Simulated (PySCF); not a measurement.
# BBr₃: structure of the singlet

Aim: relax BBr₃ as a singlet from a B3LYP minimum start, check by its vibrations whether the end is a minimum, and collect its spectrum and constants.

Method: B3LYP, basis B def2-SVP, Br def2-SVP, no relativity, density fitting; program: PySCF 2.14.0.

## (1) Starting geometry

4 atoms, charge 0, spin multiplicity 1.

Bond lengths: B1–Br2 1.912 Å, B1–Br3 1.912 Å, B1–Br4 1.912 Å. Angles: Br2–B1–Br3 120.0°, Br2–B1–Br4 120.0°, Br3–B1–Br4 120.0°.

Z-matrix (Å, degrees; charge 0 multiplicity 1):
```
B
Br 1 1.9121
Br 1 1.9121 2 120.00
Br 1 1.9121 2 120.00 3 180.00
```

## (2) First SCF at the start

The steps below are one call of a driver around PySCF. For each, scf.py gives the equivalent set-up of the SCF; relaxations use the driver's own optimiser. After this first run the driver tries any further starts and a stability analysis.

File scf.py:

```python
from pyscf import gto, scf, dft
mol = gto.M(atom='''
B      0.000000     0.000000     0.000000
Br     1.912122    -0.000005     0.000000
Br    -0.956057     1.655948    -0.000000
Br    -0.956065    -1.655944     0.000000''',
    basis={'B': 'def2-SVP', 'Br': 'def2-SVP'},
    charge=0, spin=0)
mf = dft.RKS(mol, xc='B3LYP')
mf.grids.atom_grid = (50, 194)
aux = {'B': 'def2-universal-JKFIT', 'Br': 'def2-universal-JKFIT'}
mf = mf.density_fit(auxbasis=aux)
mf.conv_tol = 1e-08
mf.diis_space = 10
mf.max_cycle = 60
mf.init_guess = 'minao'
mf.verbose = 4
mf.kernel()
```

The run is started by

```bash
$ OMP_NUM_THREADS=2 python axn.py task.json out
```

Log:

```text
init E= -7743.7608781194
  HOMO = -0.30712777906887  LUMO = -0.0889935382870535  gap/eV = 5.93574
cycle= 1 E= -7746.52490977132  delta_E= -2.76  |g|= 0.299  |ddm|= 2.41
  HOMO = -0.286572372028388  LUMO = -0.11905877604968  gap/eV = 4.55828
cycle= 2 E= -7746.47860219576  delta_E= 0.0463  |g|= 0.484  |ddm|= 0.811
  HOMO = -0.285398414410936  LUMO = -0.0711448886886434  gap/eV = 5.83014
cycle= 3 E= -7746.54803006435  delta_E= -0.0694  |g|= 0.0729  |ddm|= 0.568
  HOMO = -0.288432483582159  LUMO = -0.0766248574022184  gap/eV = 5.76358
cycle= 4 E= -7746.54894854076  delta_E= -0.000918  |g|= 0.0051  |ddm|= 0.0546
  HOMO = -0.289089357931458  LUMO = -0.0767801446116478  gap/eV = 5.77723
cycle= 5 E= -7746.54895268846  delta_E= -4.15e-06  |g|= 0.00162  |ddm|= 0.00816
  HOMO = -0.288846353255552  LUMO = -0.0765600555801202  gap/eV = 5.77660
cycle= 6 E= -7746.54895316996  delta_E= -4.82e-07  |g|= 0.000195  |ddm|= 0.00237
  HOMO = -0.288849639736122  LUMO = -0.0765494777600422  gap/eV = 5.77698
cycle= 7 E= -7746.54895317938  delta_E= -9.42e-09  |g|= 2.34e-05  |ddm|= 0.000214
  HOMO = -0.288854029986383  LUMO = -0.0765596428898658  gap/eV = 5.77682
Extra cycle  E= -7746.54895317937  delta_E= 1.46e-11  |g|= 2.43e-05  |ddm|= 6.56e-05
converged SCF energy = -7746.54895317937
```

This step, with its further starts and checks, took 8.7 s on 2 threads of Intel Xeon Platinum 8488C (Sapphire Rapids), shared host.

No lower closed-shell solution turned up in the test of internal stability.

## (3) Relaxing the singlet from the B3LYP minimum start

The program finds D3h symmetry in the start, which this walk keeps.

scf.py: that of step 2 with these lines changed.

```diff
@@ -3 +3 @@
-B      0.000000     0.000000     0.000000
+B      0.000000    -0.000000     0.000000
@@ -5 +5 @@
-Br    -0.956057     1.655948    -0.000000
+Br    -0.956057     1.655948     0.000000
@@ -16 +15,0 @@
-mf.init_guess = 'minao'
```

The optimiser's trace:

```
step   energy (Eh)  change (kJ/mol)  largest symmetric gradient (Eh/bohr)
   0  -7746.548953             0.00                               0.00000
```

The walk took 3.2 s.

It settles in D3h symmetry, 0.0 kJ/mol below the start, after 0 steps: B–Br 1.912 Å (×3); Br–B–Br 120.0° (×3).

## (4) Hessian and properties

The point is checked on the finer grid, and tightened if its gradient asks for it. The Hessian and the dipole derivatives come from central differences of analytic gradients, with steps of 0.02 bohr.

scf.py: that of step 3 with these lines changed.

```diff
@@ -3 +3 @@
-B      0.000000    -0.000000     0.000000
+B     -0.000000    -0.000000     0.000000
@@ -10 +10 @@
-mf.grids.atom_grid = (50, 194)
+mf.grids.atom_grid = (75, 302)
@@ -13 +13 @@
-mf.conv_tol = 1e-08
+mf.conv_tol = 1e-10
```

This SCF starts from the last density.

Log of the central SCF (cycles and frontier levels):

```text
init E= -7746.54901982503
  HOMO = -0.288854660191291  LUMO = -0.0765520155337405  gap/eV = 5.77705
cycle= 1 E= -7746.54901982501  delta_E= 1.64e-11  |g|= 1.2e-06  |ddm|= 2.74e-06
  HOMO = -0.288854633500015  LUMO = -0.0765520974519447  gap/eV = 5.77705
Extra cycle  E= -7746.54901982502  delta_E= -9.09e-12  |g|= 1.5e-06  |ddm|= 3.31e-06
converged SCF energy = -7746.54901982502
```

The whole step took 36 s.

Geometry: D3h; B–Br 1.912 Å (×3); Br–B–Br 120.0° (×3).

Harmonic modes (main isotopes):

```csv
symmetry,ω (cm⁻¹),IR (km/mol),μ (u)
e',152,0.1,67.66
a1',280,0.0,78.92
a2'',382,0.8,11.45
e',818,579,11.73
```

Every mode is real; the point is a minimum.

Constants and moments:

- Dipole moment: 0.00 D
- Highest occupied level: -7.86 eV
- Lowest empty level: -2.08 eV
- Rotational constants: 0.03895, 0.03895, 0.01947 cm⁻¹
- Zero-point energy: 15.6 kJ/mol
- Principal polarisabilities: 35.7, 69.6, 69.6 bohr³
- Atomisation energy without zero-point energy: 1141 kJ/mol
- Principal traceless quadrupole moments about the centre of mass: -0.31, 0.16, 0.16 D Å
- Entropy at 298.15 K and 1 bar: 324.3 J/(mol K)
- Heat capacity Cp at 298.15 K: 67.8 J/(mol K)
- Enthalpy at 298.15 K above 0 K: 15.69 kJ/mol
- Rotational symmetry number: 6

Charges (e) and bond orders:

| atom | Mulliken | Löwdin | polar tensor | Mayer order to B1 |
| --- | --- | --- | --- | --- |
| B1 | 0.03 | -0.55 | 1.20 | – |
| Br2,3,4 | -0.01 | 0.18 | -0.40 | 1.29 |

Mulliken populations on B1: s 2.93, p 1.93, d 0.11.

## (5) What came out

```
                                 quantity                                      value
                                  minimum                               singlet, D3h
                                 geometry     B–Br 1.912 Å (×3); Br–B–Br 120.0° (×3)
                       wavenumbers (cm⁻¹)  152 (e'), 280 (a1'), 382 (a2''), 818 (e')
                            dipole moment                                     0.00 D
     highest occupied, lowest empty level                            -7.86, -2.08 eV
                polar-tensor charge of B1                                    +1.20 e
                        zero-point energy                                15.6 kJ/mol
                      entropy at 298.15 K                            324.3 J/(mol K)
atomisation energy (no zero-point energy)                                1141 kJ/mol
```

The molecule stays D3h, as typed, and the end point is a minimum. In the infrared the band at 818 cm⁻¹ (e') leads. B1 has a polar-tensor charge of +1.2 e (a dipole derivative, not a static charge), yet symmetry cancels the bond dipoles. Only this shape and spin were tried, so other structures or states may lie lower.

The search up to here took 48 s.
